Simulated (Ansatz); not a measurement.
# TaCl (quintet): from Hartree-Fock to the top rungs, def2-SVP

One table from this session's results is given with a row withheld; the runs are named, their logs left out.

Computed with Ansatz 0.2.0, Gaussian basis. Level: def2-SVP, core rule «outside noble gas», up to 9 orbitals frozen.

To be run: UHF; CCSD(T) on ROHF; CCSD(T) on UHF; CISD; CCSDT(Q) on ROHF; CCSDT(Q) on UHF.

21 further runs of the same task are left out: 8 for a known fault of the program, 9 that didn't finish, 4 set aside as unsound or not needed.

**The system**

The geometry is a PBE0/def2-TZVP stationary point (not a proven minimum) of the parent state, kept for this charge and spin. No spin-orbit coupling is included. Elements past krypton take def2 core potentials.

2 atoms, charge 0, spin multiplicity 5.

Atoms are counted from 1 here; the program's logs count them from 0.

Bond lengths: Ta1–Cl2 2.875 Å.

The first run:

File in.yaml:

```yaml
crystal:
  periodic: [false, false, false]
  atoms:
    - {symbol: Ta, position_ang: [0.000000, 0.000000, 0.000000]}
    - {symbol: Cl, position_ang: [0.000000, 0.000000, 2.875200]}
basis:
  gaussian: {orbitals: def2-SVP}
magnetization: {spin_polarized: true, initial_magnetization: 4}
hamiltonian: {xc: hf}
output: {orbitals: {seedname: orbitals}}
```

On the command line:

```sh
> ansatz run in.yaml --threads 1 --pin off --events-out ev --progress --plain --max-ram 2393MiB
```

Among the steps run: UHF; CCSD(T) on ROHF; CCSD(T) on UHF; CISD; CCSDT(Q) on ROHF; CCSDT(Q) on UHF.

One table of the session follows, with a row left open; its other results are not shown here.

```
   method  from RCCSDT(Q) (meV)
     ROHF               +5284.3
      UHF               +5153.6
     RMP2                +756.7
     UMP2                +644.3
     CISD                +513.0
    RCCSD                +188.2
    UCCSD                 +90.2
 RCCSD(T)                 +50.3
 UCCSD(T)                     ?
   RCCSDT                 +14.2
   UCCSDT                 -75.0
RCCSDT(Q)                     0
UCCSDT(Q)                 -93.2
```

Q: Estimate the row for UCCSD(T) from the others.

As computed: from RCCSDT(Q) (meV): -44.4. In the column «from RCCSDT(Q) (meV)» it lies between UCCSDT (-75.0) and RCCSDT(Q) (0).

Caveats from the session: Warnings: coupled cluster took another determinant than the lowest. Restricted and unrestricted rows rest on different reference determinants; where their highest levels disagree by more than a few hundredths of an eV, they describe different states and don't form one ladder.
